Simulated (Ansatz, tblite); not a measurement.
**The cluster Mo₃Se₈: one state, many levels**

The task here is to estimate one member of a computed series from the others.

The runs use Ansatz 0.2.0, Gaussian basis; as each input shows.

Levels to be run: GFN1-xTB, GFN2-xTB, PBE-D4/def2-TZVP, r2SCAN-D4/def2-TZVP, CAM-B3LYP-D4/def2-TZVP, PBE-D4/def2-SVP, PBE0-D4/def2-SVP, MP2/def2-TZVP, RPA/def2-TZVP.

3 further runs of the same task are left out: 3 set aside as unsound or not needed.

## The geometry

The singlet was relaxed beforehand with PBE-D4/def2-SVP. At that level it is the lowest of the isomers that a small search found.

11 atoms, charge 0, spin multiplicity 1.

Bond lengths: Mo1–Se4 2.399 Å, Mo1–Se5 2.243 Å, Mo1–Se10 2.407 Å, Mo2–Se4 2.443 Å, Mo2–Se6 2.393 Å, Mo2–Se7 2.357 Å, Mo2–Se10 2.430 Å, Mo3–Se6 2.462 Å, Mo3–Se7 2.491 Å, Mo3–Se8 2.249 Å, Mo3–Se9 2.525 Å, Mo3–Se11 2.515 Å, Se9–Se11 2.343 Å. Angles: Se4–Mo1–Se5 108.0°, Se4–Mo1–Se10 108.9°, Se5–Mo1–Se10 108.5°, Se4–Mo2–Se6 111.3°, Se4–Mo2–Se7 106.7°, Se4–Mo2–Se10 106.7°, Se6–Mo2–Se7 110.6°, Se6–Mo2–Se10 113.7°, Se7–Mo2–Se10 107.4°, Se6–Mo3–Se7 104.1°, Se6–Mo3–Se8 108.1°, Se6–Mo3–Se9 85.0°, Se6–Mo3–Se11 131.6°, Se7–Mo3–Se8 105.3°, Se7–Mo3–Se9 133.6°, Se7–Mo3–Se11 88.6°, Se8–Mo3–Se9 115.0°, Se8–Mo3–Se11 113.2° and more.

Mo takes a core potential in the def2 sets. No spin-orbit coupling is included.

PBE0-D4/def2-TZVP was run before; its log isn't repeated, and its numbers join the tables.

Set-up of the first run:

Tight binding, by tblite at 300 K electronic temperature and without a spin-polarisation term:

```python
tblite.interface.Calculator('GFN1-xTB', numbers, positions, charge=0, uhf=0).singlepoint()
```

Tight binding, by tblite at 300 K electronic temperature and without a spin-polarisation term:

```python
tblite.interface.Calculator('GFN2-xTB', numbers, positions, charge=0, uhf=0).singlepoint()
```

start.molden holds the orbitals of an earlier run on this state, given as this run's starting guess.

in.yaml reads:

```yaml
crystal:
  periodic: [false, false, false]
  atoms:
    - {symbol: Mo, position_ang: [-2.058440, 2.878585, -0.221216]}
    - {symbol: Mo, position_ang: [-0.082888, 0.948190, -0.211406]}
    - {symbol: Mo, position_ang: [1.308427, -1.500856, 0.316492]}
    - {symbol: Se, position_ang: [-1.411044, 1.609611, -2.151875]}
    - {symbol: Se, position_ang: [-3.926540, 1.961290, 0.616584]}
    - {symbol: Se, position_ang: [2.186170, 0.497532, -0.821779]}
    - {symbol: Se, position_ang: [-1.100483, -0.981969, 0.680354]}
    - {symbol: Se, position_ang: [2.213589, -1.586567, 2.373222]}
    - {symbol: Se, position_ang: [2.564196, -2.789620, -1.454567]}
    - {symbol: Se, position_ang: [-0.318775, 2.720344, 1.434598]}
    - {symbol: Se, position_ang: [0.625798, -3.756550, -0.560398]}
basis:
  gaussian: {orbitals: def2-TZVP, fitting: {mean_field: def2-universal-jkfit}, initial_orbitals: start.molden}
hamiltonian: {xc: pbe, dispersion: d4}
scf: {omitted_lower_state_checks: [starts]}
output: {forces: true, orbitals: {seedname: orbitals}}
```

The run is started by

```console
ansatz run in.yaml --threads 2 --pin off --events-out ev --progress --plain --max-ram 31744MiB --backend cuda --devices 0, --max-vram 18GiB
```

Steps of the session up to this table: PBE-D4/def2-TZVP; r2SCAN-D4/def2-TZVP; CAM-B3LYP-D4/def2-TZVP; PBE-D4/def2-SVP; PBE0-D4/def2-SVP; MP2/def2-TZVP; RPA/def2-TZVP.

One of the session's tables, all rows but one given; the rest of the session is left out.

It belongs to the step «Binding energy». 

| level | binding an atom (eV) |
| --- | --- |
| HF/def2-TZVP | ? |
| PBE-D4/def2-SVP | 3.826 |
| PBE-D4/def2-TZVP | 3.807 |
| r2SCAN-D4/def2-TZVP | 3.447 |
| PBE0-D4/def2-SVP | 3.325 |
| PBE0-D4/def2-TZVP | 3.329 |
| CAM-B3LYP-D4/def2-TZVP | 3.171 |
| RPA/def2-TZVP | 3.202 |
| MP2/def2-TZVP | 4.001 |

Estimate the missing values for HF/def2-TZVP.

**Answer.** binding an atom (eV): 0.613. In the column «binding an atom (eV)» it is the lowest.

Caveats from the session: Free atoms were run apart at each level; binding is atoms less cluster, divided by the number of atoms, without zero-point or spin-orbit terms.
